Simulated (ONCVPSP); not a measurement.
# Ge: the cost of one run

Program: ONCVPSP 4.0.1.1 (patched build). Reference atom: PBEsol, scalar-relativistic, spherical and spin-unpolarised. All values are calculated.

## 1. Starting point

Typed settings, in words:

```json
{"element": "germanium (Ge, Z = 32)", "type": "optimised norm-conserving Vanderbilt (ONCV)", "frozen core": "[Ne]", "valence charge": "22", "reference configuration": "3s2 3p6 3d10 4s2 4p2", "partial waves": "3s+4s: rc 0.90 bohr, ncon 4, nbas 8, qcut 17.4 1/bohr, 2 projectors; 3p+4p: rc 1.15 bohr, ncon 4, nbas 9, qcut 9.6 1/bohr, 2 projectors; 3d: rc 1.30 bohr, ncon 3, nbas 8, qcut 13.4 1/bohr, 3 projectors, debl 2.2 Ha", "local potential": "polynomial inside 0.75 bohr (lpopt 5, dvloc0 4 Ha)", "core correction": "Teter function, fcfact 2.25, rcfact 1.3"}
```

The nodes and maxima of the atom's own shells, from an earlier all-electron run, set the scale for the radii.

All-electron outer shells of the reference configuration (PBEsol, scalar-relativistic, ld1.x):

```
shell  level (eV)  outermost node (bohr)  outermost maximum (bohr)
   2s    -1370.64                   0.06                      0.18
   2p    -1198.08                      –                      0.14
   3s     -168.12                   0.26                      0.54
   3p     -115.43                   0.23                      0.54
   3d      -29.31                      –                      0.50
   4s      -11.74                   0.77                      1.75
   4p       -3.90                   0.82                      2.22
```

## 2. Generation

The input, Ge.dat:

```
# ATOM AND REFERENCE CONFIGURATION
# atsym  z   nc   nv     iexc    psfile
  Ge 32.00    3    5  -116133      upf
#
#   n    l    f
    1    0    2.00
    2    0    2.00
    2    1    6.00
    3    0    2.00
    3    1    6.00
    3    2   10.00
    4    0    2.00
    4    1    2.00
#
# PSEUDOPOTENTIAL AND OPTIMIZATION
# lmax
    2
#
#   l,   rc,      ep,       ncon, nbas, qcut
    0    0.90    0.00    4    8   17.40
    1    1.15    0.00    4    9    9.60
    2    1.30    0.00    3    8   13.40
#
# LOCAL POTENTIAL
# lloc, lpopt,  rc(5),   dvloc0
    4    5    0.75    4.00
#
# VANDERBILT-KLEINMAN-BYLANDER PROJECTORs
# l, nproj, debl
    0    2    2.20
    1    2    3.70
    2    3    2.20
#
# MODEL CORE CHARGE
# icmod, fcfact, rcfact
    3    2.25    1.30
#
# LOG DERIVATIVE ANALYSIS
# epsh1, epsh2, depsh
   -8.00    5.00    0.04
#
# OUTPUT GRID
# rlmax, drl
    6.00    0.01
#
# TEST CONFIGURATIONS
# ncnf
    4
# nvcnf
#   n    l    f
    5
    3    0    2.00
    3    1    6.00
    3    2   10.00
    4    0    2.00
    4    1    1.00
#
    5
    3    0    2.00
    3    1    6.00
    3    2   10.00
    4    0    2.00
    4    1    0.00
#
    5
    3    0    2.00
    3    1    6.00
    3    2   10.00
    4    0    1.00
    4    1    0.00
#
    5
    3    0    2.00
    3    1    6.00
    3    2   10.00
    4    0    0.00
    4    1    0.00
#
```

Command:

```sh
$ oncvpsp.x < Ge.dat > Ge.out
```

**Question.** How long does this run take on 1 thread of Neoverse-V2, shared host?

About 4.6 s.
